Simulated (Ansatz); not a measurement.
# GeH₄+ (doublet): PBE, r2SCAN, PBE0, B3LYP, wB97M-V, B2PLYP, RPA-PBE over vertical gaps between states, 6-31G

How well do these functionals follow the top wave-function level for GeH₄+ (doublet) over vertical gaps between states?

Program: Ansatz 0.2.0, Gaussian basis. Level of theory: 6-31G, all electrons in the functionals, frozen cores in the correlation of double hybrids and RPA. These are calculated values, not measurements.

To be run: PBE, r2SCAN, PBE0, B3LYP, wB97M-V, B2PLYP, RPA-PBE, at charge 1, doublet; charge 1, quartet.

7 further runs of the same task are left out: 3 that didn't finish, 4 set aside as unsound or not needed.

## Step 1: The system

The geometry is a PBE0/def2-TZVP stationary point (not a proven minimum). No spin-orbit coupling is included. The filled d shell of Ge may be among the frozen orbitals whatever the setting's name suggests; the logs give the count.

5 atoms, charge 1, spin multiplicity 2.

Atoms are counted from 1 here; the program's logs count them from 0.

Bond lengths: Ge1–H2 1.565 Å, Ge1–H3 1.565 Å, Ge1–H4 1.565 Å, Ge1–H5 1.565 Å. Angles: H2–Ge1–H3 97.5°, H2–Ge1–H4 97.5°, H2–Ge1–H5 137.7°, H3–Ge1–H4 137.7°, H3–Ge1–H5 97.5°, H4–Ge1–H5 97.5°.

No dispersion term is added; wB97M-V holds VV10 nonlocal correlation. B3LYP takes the VWN-RPA correlation.

The geometry shown and the zero of energy belong to the point charge 1, doublet. The yardstick, FCI, and other wave-function levels (R restricted, U unrestricted, valence and pair active spaces) come from earlier runs.

## Step 2: PBE, charge 1, doublet

The input, in.yaml:

```yaml
crystal:
  periodic: [false, false, false]
  atoms:
    - {symbol: Ge, position_ang: [0.000000, 0.000000, 0.000000]}
    - {symbol: H, position_ang: [0.561303, 1.033925, 1.032591]}
    - {symbol: H, position_ang: [-0.569863, -1.029690, 1.032135]}
    - {symbol: H, position_ang: [-0.559224, 1.030817, -1.036818]}
    - {symbol: H, position_ang: [0.567783, -1.035053, -1.027908]}
basis:
  gaussian: {orbitals: 6-31G}
total_charge: 1
magnetization: {spin_polarized: true, initial_magnetization: 1}
hamiltonian: {xc: {name: PBE}}
output: {orbitals: {seedname: orbitals}}
```

Launch:

```
> ansatz run in.yaml --threads 1 --pin off --events-out ev --progress --plain --max-ram 2393MiB
```

After this run come: PBE, charge 1, quartet; r2SCAN, charge 1, doublet; r2SCAN, charge 1, quartet; PBE0, charge 1, doublet; PBE0, charge 1, quartet; B3LYP, charge 1, doublet; B3LYP, charge 1, quartet; wB97M-V, charge 1, doublet; wB97M-V, charge 1, quartet; B2PLYP, charge 1, doublet; B2PLYP, charge 1, quartet; RPA-PBE, charge 1, doublet; RPA-PBE, charge 1, quartet.

Before running them: what should the planned runs give, taken together? Wanted: doublet to quartet, FCI; largest miss, PBE; largest miss, r2SCAN; largest miss, PBE0; largest miss, B3LYP; largest miss, wB97M-V; largest miss, B2PLYP; largest miss, RPA-PBE; largest miss, RCCSD(T).

The runs gave:

| quantity | value |
| --- | --- |
| doublet to quartet, FCI | 155.6 kcal/mol |
| largest miss, PBE | +3.5 kcal/mol (doublet to quartet) |
| largest miss, r2SCAN | +2.8 kcal/mol (doublet to quartet) |
| largest miss, PBE0 | +2.6 kcal/mol (doublet to quartet) |
| largest miss, B3LYP | +6.5 kcal/mol (doublet to quartet) |
| largest miss, wB97M-V | +7.4 kcal/mol (doublet to quartet) |
| largest miss, B2PLYP | +3.5 kcal/mol (doublet to quartet) |
| largest miss, RPA-PBE | +4.9 kcal/mol (doublet to quartet) |
| largest miss, RCCSD(T) | -0.1 kcal/mol (doublet to quartet) |
| largest miss, UCCSD(T) | -0.2 kcal/mol (doublet to quartet) |

What this shows: Of the functionals, PBE0 keep the smallest largest miss at the points compared (at most 2.6 kcal/mol) and wB97M-V strays most (7.4 kcal/mol, at doublet to quartet). Functionals and the yardstick converge differently with the basis, so part of each miss in 6-31G is the basis.
